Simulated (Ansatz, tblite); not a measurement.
# The cluster Cd14H34S14: one state, many levels

Aim: run the singlet of the cluster Cd14H34S14 at one geometry on many levels, and compare frontier levels, spin and run time.

The runs use Ansatz 0.2.0, Gaussian basis; as each input shows.

Plan: GFN1-xTB, GFN2-xTB, PBE-D4/def2-TZVP, r2SCAN-D4/def2-TZVP, PBE-D4/def2-SVP, PBE0-D4/def2-SVP.

1 further run of the same task is left out (set aside as unsound or not needed).

## (1) The structure

The singlet was relaxed beforehand with PBE-D4/def2-SVP.

62 atoms, charge 0, spin multiplicity 1.

Bond lengths: S1–Cd2 2.597 Å, S1–Cd5 2.711 Å, S1–Cd7 2.860 Å, S1–H29 1.363 Å, Cd2–S4 2.684 Å, Cd2–S6 2.887 Å, Cd2–H31 1.695 Å, Cd3–S4 2.813 Å, Cd3–S8 2.776 Å, Cd3–H34 1.698 Å, Cd3–H44 1.833 Å, S4–Cd10 2.610 Å, S4–H35 1.363 Å, Cd5–S6 2.693 Å, Cd5–S9 2.641 Å, Cd5–H36 1.697 Å, S6–Cd11 2.621 Å, S6–H38 1.363 Å and more. Angles: Cd2–S1–Cd5 95.9°, Cd2–S1–Cd7 134.1°, Cd2–S1–H29 104.8°, Cd5–S1–Cd7 84.8°, Cd5–S1–H29 109.2°, Cd7–S1–H29 118.3°, S1–Cd2–S4 89.4°, S1–Cd2–S6 85.9°, S1–Cd2–H31 138.7°, S4–Cd2–S6 93.9°, S4–Cd2–H31 125.1°, S6–Cd2–H31 110.6°, S4–Cd3–S8 79.0°, S4–Cd3–H34 114.6°, S4–Cd3–H44 93.6°, S8–Cd3–H34 116.4°, S8–Cd3–H44 94.4°, H34–Cd3–H44 140.8° and more.

Cd takes a core potential in the def2 sets. No spin-orbit coupling is included.

PBE0-D4/def2-TZVP was run before; its log isn't repeated, and its numbers join the tables.

## (2) GFN1-xTB

Tight binding, by tblite at 300 K electronic temperature and without a spin-polarisation term:

```python
tblite.interface.Calculator('GFN1-xTB', numbers, positions, charge=0, uhf=0).singlepoint()
```

Energy -2241.3919 eV, HOMO -8.90 eV, LUMO -6.38 eV; 0.37 s.

## (3) GFN2-xTB

Tight binding, by tblite at 300 K electronic temperature and without a spin-polarisation term:

```python
tblite.interface.Calculator('GFN2-xTB', numbers, positions, charge=0, uhf=0).singlepoint()
```

Energy -1948.4416 eV, HOMO -10.33 eV, LUMO -7.26 eV; 0.4 s.

## (4) PBE-D4/def2-TZVP

start.molden holds the orbitals of an earlier run on this state, given as this run's starting guess.

in.yaml

```yaml
crystal:
  periodic: [false, false, false]
  atoms:
    - {symbol: S, position_ang: [-1.425315, -4.515300, -1.561278]}
    - {symbol: Cd, position_ang: [-2.993990, -4.425463, 0.506374]}
    - {symbol: Cd, position_ang: [-4.901270, -0.719614, -2.103715]}
    - {symbol: S, position_ang: [-3.430474, -1.820968, 0.026507]}
    - {symbol: Cd, position_ang: [0.891168, -4.353842, -0.161749]}
    - {symbol: S, position_ang: [-0.599110, -3.944109, 2.044162]}
    - {symbol: Cd, position_ang: [-0.242606, -2.531965, -3.247832]}
    - {symbol: S, position_ang: [-2.382252, -0.929832, -3.250687]}
    - {symbol: S, position_ang: [0.582325, -1.831645, -0.883279]}
    - {symbol: Cd, position_ang: [-1.190624, -0.506532, 0.290445]}
    - {symbol: Cd, position_ang: [0.712907, -2.383143, 3.690136]}
    - {symbol: S, position_ang: [-1.123741, -0.548198, 2.960268]}
    - {symbol: Cd, position_ang: [-1.534240, 1.575459, -3.135088]}
    - {symbol: S, position_ang: [-1.559813, 1.887100, -0.415858]}
    - {symbol: Cd, position_ang: [-3.988836, 2.743201, -1.630939]}
    - {symbol: Cd, position_ang: [-1.721230, 1.690259, 4.257356]}
    - {symbol: S, position_ang: [-3.690355, 2.022462, 2.345934]}
    - {symbol: S, position_ang: [4.540074, 0.492439, -3.753314]}
    - {symbol: Cd, position_ang: [2.886656, -0.851339, -0.481349]}
    - {symbol: S, position_ang: [2.471932, -0.781972, 2.202615]}
    - {symbol: Cd, position_ang: [4.179031, 2.763618, -2.232322]}
    - {symbol: S, position_ang: [0.797569, 1.426121, -3.980478]}
    - {symbol: S, position_ang: [2.296862, 1.703232, -0.872082]}
    - {symbol: Cd, position_ang: [0.373273, 3.315161, 0.188040]}
    - {symbol: Cd, position_ang: [2.728944, 1.471746, 3.513818]}
    - {symbol: S, position_ang: [0.419181, 2.530875, 2.892742]}
    - {symbol: Cd, position_ang: [6.427825, 3.406555, -0.103271]}
    - {symbol: S, position_ang: [3.853090, 3.516351, 1.532696]}
    - {symbol: H, position_ang: [-1.565380, -5.779379, -2.051029]}
    - {symbol: H, position_ang: [-3.849238, -4.243346, -3.249823]}
    - {symbol: H, position_ang: [-4.048946, -5.450545, 1.349400]}
    - {symbol: H, position_ang: [-3.824019, -2.858905, 4.058428]}
    - {symbol: H, position_ang: [-4.545613, -4.243446, -3.579157]}
    - {symbol: H, position_ang: [-6.105786, -1.737028, -2.733041]}
    - {symbol: H, position_ang: [-4.085799, -1.394894, 1.142962]}
    - {symbol: H, position_ang: [2.256471, -5.360412, -0.211593]}
    - {symbol: H, position_ang: [-3.299175, -3.270709, 3.673623]}
    - {symbol: H, position_ang: [-0.454796, -5.137989, 2.686028]}
    - {symbol: H, position_ang: [0.456811, -3.106132, -4.681320]}
    - {symbol: H, position_ang: [-2.665893, -0.971405, -4.582643]}
    - {symbol: H, position_ang: [1.413868, -2.714696, 5.201520]}
    - {symbol: H, position_ang: [-2.204330, -1.354088, 3.157211]}
    - {symbol: H, position_ang: [-3.003099, 2.620098, -3.363630]}
    - {symbol: H, position_ang: [-4.652541, 1.005232, -1.534066]}
    - {symbol: H, position_ang: [-4.521138, 4.228206, -0.987609]}
    - {symbol: H, position_ang: [-2.109862, 2.081272, 5.859362]}
    - {symbol: H, position_ang: [-3.902117, 3.368677, 2.337539]}
    - {symbol: H, position_ang: [-2.820348, 2.067548, 1.222421]}
    - {symbol: H, position_ang: [5.903645, 0.469328, -3.721704]}
    - {symbol: H, position_ang: [4.453085, -0.342432, -2.630578]}
    - {symbol: H, position_ang: [4.429570, -1.218829, -1.177410]}
    - {symbol: H, position_ang: [3.622759, -1.332311, 2.682652]}
    - {symbol: H, position_ang: [4.557351, 4.297124, -2.879520]}
    - {symbol: H, position_ang: [0.975014, 2.761661, -4.194769]}
    - {symbol: H, position_ang: [1.564423, 1.522478, -2.104080]}
    - {symbol: H, position_ang: [1.245426, 4.801899, 0.346167]}
    - {symbol: H, position_ang: [3.822644, 1.814919, 4.768096]}
    - {symbol: H, position_ang: [0.653572, 3.734501, 3.486303]}
    - {symbol: H, position_ang: [5.726840, 2.071192, -0.968971]}
    - {symbol: H, position_ang: [7.343826, 4.585694, 0.657724]}
    - {symbol: H, position_ang: [4.104541, 4.519793, 2.422326]}
    - {symbol: H, position_ang: [2.751253, 4.166234, 0.961343]}
basis:
  gaussian: {orbitals: def2-TZVP, fitting: {mean_field: def2-universal-jkfit}, initial_orbitals: start.molden}
hamiltonian: {xc: pbe, dispersion: d4}
scf: {omitted_lower_state_checks: [starts]}
output: {forces: true, orbitals: {seedname: orbitals}}
```

The run is started by

```sh
ansatz run in.yaml --threads 11 --pin off --events-out ev --progress --plain --max-ram 174080MiB --backend cuda --devices 0, --max-vram 75GiB
```

Further steps of the session: r2SCAN-D4/def2-TZVP; PBE-D4/def2-SVP; PBE0-D4/def2-SVP.

Q: Predict the results of all the runs planned. Wanted: gap in def2-TZVP, named functionals, smallest and largest; binding an atom, functionals in def2-TZVP; PBE0 total energy, smallest basis above largest.

The runs gave:

| quantity | value |
| --- | --- |
| gap in def2-TZVP, named functionals, smallest and largest | 3.22 eV (PBE-D4), 5.05 eV (PBE0-D4) |
| binding an atom, functionals in def2-TZVP | 2.19 (PBE-D4) to 2.24 eV (r2SCAN-D4) |
| PBE0 total energy, smallest basis above largest | 66.20 eV (def2-SVP, def2-TZVP) |

What this shows: Orbital gaps of the named functionals in def2-TZVP span 3.22 eV (PBE-D4) to 5.05 eV (PBE0-D4); exact exchange widens it.
